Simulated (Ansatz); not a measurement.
# SiHBr (triplet): from Hartree-Fock to the top rungs, cc-pVDZ

One table from this session's results is given with a row withheld; the runs are named, their logs left out.

Computed with Ansatz 0.2.0, Gaussian basis. Level: cc-pVDZ, core rule «outside noble gas», up to 19 orbitals frozen.

The runs, in order: UHF; CCSD(T) on ROHF; CCSD(T) on UHF; BCCD(T) on ROHF; CISD; CCSDT(Q) on ROHF; CCSDT(Q) on UHF; CASSCF and MRCISD+Q, 12 electrons in 9 orbitals; CASSCF and NEVPT2, 12 electrons in 9 orbitals.

21 further runs of the same task are left out: 11 that didn't finish, 10 set aside as unsound or not needed.

## The system

The geometry is a PBE0/def2-TZVP stationary point (not a proven minimum) of the parent state, kept for this charge and spin. No spin-orbit coupling is included. The filled d shell of Br may be among the frozen orbitals whatever the setting's name suggests; the logs give the count.

3 atoms, charge 0, spin multiplicity 3.

Atoms are counted from 1 here; the program's logs count them from 0.

Bond lengths: Si1–Br2 2.245 Å, Si1–H3 1.527 Å. Angles: Br2–Si1–H3 94.0°.

Set-up of the first run:

in.yaml reads:

```yaml
crystal:
  periodic: [false, false, false]
  atoms:
    - {symbol: Si, position_ang: [0.000000, -0.096101, 1.642041]}
    - {symbol: Br, position_ang: [0.000000, 0.015864, -0.600171]}
    - {symbol: H, position_ang: [0.000000, 1.420182, 1.824017]}
basis:
  gaussian: {orbitals: cc-pVDZ}
magnetization: {spin_polarized: true, initial_magnetization: 2}
hamiltonian: {xc: hf}
output: {orbitals: {seedname: orbitals}}
```

Started as:

```sh
ansatz run in.yaml --threads 1 --pin off --events-out ev --progress --plain --max-ram 2393MiB
```

Steps of the session up to this table: UHF; CCSD(T) on ROHF; CCSD(T) on UHF; BCCD(T) on ROHF; CISD; CCSDT(Q) on ROHF; CCSDT(Q) on UHF; CASSCF and MRCISD+Q, 12 electrons in 9 orbitals; CASSCF and NEVPT2, 12 electrons in 9 orbitals.

One of the session's tables, all rows but one given; the rest of the session is left out.

It belongs to the step «Misses and costs». 

```
          method  from UCCSDT(Q) (meV)
            ROHF               +5790.3
             UHF               +5726.9
            RMP2                +906.6
            UMP2                +895.4
            CISD                +588.9
           RCCSD                +180.8
           UCCSD                +179.3
        RCCSD(T)                 +37.9
        UCCSD(T)                 +37.7
         BCCD(T)                 +37.9
          RCCSDT                 +12.1
          UCCSDT                 +11.8
       RCCSDT(Q)                  +2.0
       UCCSDT(Q)                     0
  CASSCF valence               +4881.3
  NEVPT2 valence                     ?
  MRCISD valence                +418.9
MRCISD+Q valence                 +50.1
```

Q: Estimate the row for NEVPT2 valence from the others.

As computed: from UCCSDT(Q) (meV): +1137.7. In the column «from UCCSDT(Q) (meV)» it lies between RMP2 (+906.6) and CASSCF valence (+4881.3).

Limits of these values: Restricted and unrestricted rows rest on different reference determinants; where their highest levels disagree by more than a few hundredths of an eV, they describe different states and don't form one ladder.
